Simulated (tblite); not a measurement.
# C5H10OSi: the cost of one run

Programs: tblite 0.8.0 and PySCF 2.14.0, with density-fitted response routines of our own. Each step states its level of theory. These are calculated values for one molecule in the gas phase, unless marked as measured. Atoms are numbered from 0 throughout.

### Step 1. The molecule as given

17 atoms, charge 0, multiplicity 1; geometry from: force field or distance geometry start.

Bonds of the start (Å): C0–C1 1.34, C1–C2 1.48, C2–C3 1.50, C3–Si4 1.89, C2–C5 1.52, C5–O6 1.39, C5–C1 1.48, C0–H7 1.08, C0–H8 1.09, C2–H9 1.11, C3–H10 1.10, C3–H11 1.11, Si4–H12 1.48, Si4–H13 1.48, Si4–H14 1.47, C5–H15 1.11, O6–H16 0.98.

### Step 2. Geometry optimisation with GFN2-xTB

What the job is given:

```
{"job": {"kind": "relax", "xc": "GFN2-xTB", "basis": "xTB"}, "charge": 0, "multiplicity": 1}
C     -2.416200    -1.342400     0.407700
C     -1.492800    -0.374000     0.402900
C     -0.044000    -0.076000     0.527200
C      0.910700    -0.320800    -0.604100
Si     2.606900     0.219500     0.028300
C     -1.058300     1.043500     0.323900
O     -1.203700     1.648400    -0.923000
H     -2.074800    -2.355200     0.538000
H     -3.459300    -1.064700     0.284100
H      0.341500    -0.099400     1.573100
H      0.651600     0.301000    -1.472400
H      0.923100    -1.395000    -0.898600
H      2.490800     1.661000     0.333900
H      3.596400    -0.000600    -1.044900
H      2.985000    -0.529600     1.237000
H     -1.289600     1.698400     1.186400
H     -1.474500     0.998100    -1.610300
```

Command:

```console
$ OMP_NUM_THREADS=1 python probes_run.py task.json out
```

One launch serves the whole session: the jobs run in the order shown.

**Question.** How long does this first job take on 1 thread of Arm Neoverse N1, shared host?

About 1 s.
